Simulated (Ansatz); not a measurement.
# BFH4SSi: the cost of one run

Computed with Ansatz 0.2.0 through its Python package. Level of theory: r2SCAN0/6-31G*.

## (1) The structure

Bond lengths: B1–Si2 1.876 Å, Si2–F3 1.662 Å, Si2–S4 2.118 Å, B1–H5 1.241 Å, B1–H6 1.199 Å, Si2–H7 1.491 Å, S4–H8 1.425 Å. Angles: B1–Si2–F3 108.2°, B1–Si2–S4 111.5°, B1–Si2–H7 110.5°, F3–Si2–S4 109.0°, F3–Si2–H7 109.3°, S4–Si2–H7 108.3°, Si2–B1–H5 120.6°, Si2–B1–H6 124.2°, H5–B1–H6 115.2°, Si2–S4–H8 90.9°.

No structure file is read: the coordinates are typed or built in the script.

## (2) The script

File torsion.py:

```python
# -*- coding: utf-8 -*-
"""Energy of BFH4SSi as one group turns about a bond."""

import ansatz as az
from ase import Atoms

atoms = Atoms(["B", "Si", "F", "S", "H", "H", "H", "H"], positions=[
    (-0.7984, 0.994, 0.2096),
    (0.7397, -0.0376, -0.0863),
    (1.3946, -0.4292, 1.3902),
    (0.2884, -1.8221, -1.1348),
    (-1.4741, 1.4085, -0.7455),
    (-1.1898, 1.324, 1.294),
    (1.7402, 0.7317, -0.8796),
    (-0.6086, -2.2265, -0.1035),
])

# relax first, so that the scan starts from a minimum
first = (
    az.Crystal.molecule_from_ase(atoms).calculation()
    .basis(gaussian="6-31G*")  # atom-centred Gaussian functions
    .functional("r2scan0")
    .relax(force_tolerance=0.02, max_steps=80)  # relax until the tolerances are met
)
atoms.positions = first.run(threads=1).report["positions_ang"]

start = atoms.get_dihedral(0, 1, 3, 7)
energies = {}
for turn in range(0, 360, 40):
    turned = atoms.copy()
    turned.set_dihedral(0, 1, 3, 7, start + turn, indices=[3, 7])
    model = az.Crystal.molecule_from_ase(turned).calculation().basis(gaussian="6-31G*").functional("r2scan0")
    energies[round((start + turn) % 360)] = model.run(threads=1).report["free_energy_ev"]
floor = min(energies.values())
print("dihedral B0-Si1-S3-H7 (deg)   E - E(min) (eV)")
for angle, e in sorted(energies.items()):
    print(f"{angle:8d} {(e - floor):14.3f}  " + "#" * int(30 * (e - floor) / max(max(energies.values()) - floor, 1e-9)))
```

## (3) The input behind the calls

The package turns the script's settings into the engine's input (first run):

```yaml
crystal:
  periodic: [false, false, false]
  atoms:
    - { symbol: B, position_ang: [-0.7984, 0.994, 0.2096] }
    - { symbol: Si, position_ang: [0.7397, -0.0376, -0.0863] }
    - { symbol: F, position_ang: [1.3946, -0.4292, 1.3902] }
    - { symbol: S, position_ang: [0.2884, -1.8221, -1.1348] }
    - { symbol: H, position_ang: [-1.4741, 1.4085, -0.7455] }
    - { symbol: H, position_ang: [-1.1898, 1.324, 1.294] }
    - { symbol: H, position_ang: [1.7402, 0.7317, -0.8796] }
    - { symbol: H, position_ang: [-0.6086, -2.2265, -0.1035] }
basis:
  gaussian:
    orbitals: "6-31G*"
hamiltonian:
  xc: r2scan0
relax:
  f_tol: 0.02
  max_steps: 80
```

## (4) Running it

Command:

```bash
$ python torsion.py
```

Q: Estimate wall time and peak memory on 1 thread of Intel Xeon Platinum 8375C at 2.90GHz (Ice Lake), shared host.

About 94 s, with a peak of 0.25 GiB.
